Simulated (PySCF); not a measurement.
# CLaO (La(CO)2+): the cost of one run

The runs use PySCF 2.14.0; PBE0, La lcecp-0-SVP with ECP47, C def2-SVP, O def2-SVP; scalar-relativistic core potentials, no spin–orbit coupling.

1 further run of the same task is left out (for a known fault of the program).

### Step 1. Where the work starts

3 atoms, charge 2, spin multiplicity 1.

Bond lengths: La1–C2 2.613 Å, C2–O3 1.150 Å. Angles: La1–C2–O3 180.0°.

Geometry (Å):

```
La    0.0000    0.0000    0.0000
C     0.0000    0.0000    2.6128
O     0.0000    0.0000    3.7628
```

Formal oxidation states: La +2. Each metal's 1 4f electrons lie in its core potential, so multiplicities, spins and levels count the valence alone. For divalent La, Ce, Gd or Lu the extra electron is normally 5d or 6s, so this core forces an excited configuration.

### Step 2. SCF at the start, singlet

Contents of run.py (the lines that set the calculation):

```python
mol = gto.M(atom='''
La     0.00000     0.00000     0.00000
C      0.00000     0.00000     2.61280
O      0.00000     0.00000     3.76280''',
    basis={'La': 'lcecp-0-SVP', 'C': 'def2-SVP', 'O': 'def2-SVP'},
    ecp={'La': 'lcecp-0-SVP'},
    charge=2, spin=0)
mf = dft.RKS(mol, xc='PBE0')
mf.grids.atom_grid = (50, 194)  # f atoms: unpruned, at least (60, 302)
mf = mf.density_fit()  # fitting sets: La AutoAux, C def2-universal-JKFIT, O def2-universal-JKFIT
mf.conv_tol = 1e-08; mf.max_cycle = 55
mf.kernel(dm0)  # dm0: free metal ions and neutral atoms
```

On the command line:

```sh
$ OMP_NUM_THREADS=2 python run.py
```

Q: Estimate wall time and peak memory on 2 threads of Arm Neoverse V1, shared host.

About 1.5 s, with a peak of 0.31 GiB.
